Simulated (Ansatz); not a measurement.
What does this script print? It uses the Ansatz DFT code, driven from Python.

The script reads `clhiin.xyz`:
```text
4

Cl   -2.05010    0.50960   -0.93470
In    0.20170    0.09660   -0.15870
I     1.04640   -2.14790    0.56480
H     0.85750    1.48150    0.50820
```

Script `clhiin.py`:
```python
'''One bond of ClHIIn held at set lengths while the rest relaxes.'''

import ansatz as az
import numpy as np


def main() -> None:
    system = az.Crystal.molecule_from_extxyz('clhiin.xyz')

    job = system.calculation()
    job = job.basis(gaussian='def2-SVP').functional('pbe0')
    symbols = [site.symbol for site in system.cartesian_sites]
    pairs = [(0, 1), (1, 2), (1, 3)]
    print('held (A)   E (eV)        ', '  '.join(f'{symbols[i]}{i}-{symbols[j]}{j}' for i, j in pairs))
    for length in [2.3, 2.5, 2.71, 3.01, 3.38]:
        summary = job.relax(constraints=[az.DistanceConstraint((1, 2), at=length)], force_tolerance=0.02, max_steps=60).run(threads=1).report
        xyz = np.array(summary['positions_ang'])
        print(f'{length:6.2f} {summary["free_energy_ev"]:14.5f}  ', '  '.join(f'{np.linalg.norm(xyz[i] - xyz[j]):.3f}' for i, j in pairs))


if __name__ == '__main__':
    main()
```

Running `python clhiin.py` prints:
```text
held (A)   E (eV)         Cl0-In1  In1-I2  In1-H3
DeckWarning: relax.constraints: the input's atoms, or those drawn, lie off the distances that are held; a relaxation that starts there is brought onto them ahead of its first SCF, by positions alone, an atom by 1.02e-1 Å at the most. With the symmetry detection on, the symmetry is detected on the input's atoms as so brought (as typed, where only the drawn atoms reach the distances), and notices that speak of the structure as typed mean those atoms
  2.30   -25807.40566   2.367  2.300  1.713
  2.50   -25808.28539   2.354  2.500  1.710
  2.71   -25808.42955   2.344  2.710  1.709
  3.01   -25808.04420   2.333  3.010  1.708
  3.38   -25807.29619   2.325  3.380  1.708
```
(Warnings from the package without file and line, repeats left out.)

Reading the output:
- Total energies depend on the basis set; only differences at equal settings carry meaning.
- The energies are electronic: no zero-point or thermal terms, and the basis set is short of its limit.
- def2 sets replace the cores of elements past krypton by effective core potentials.
- Run time: 120 s on 1 thread of Arm Neoverse V1 (shared host), peak memory 0.25 GiB.
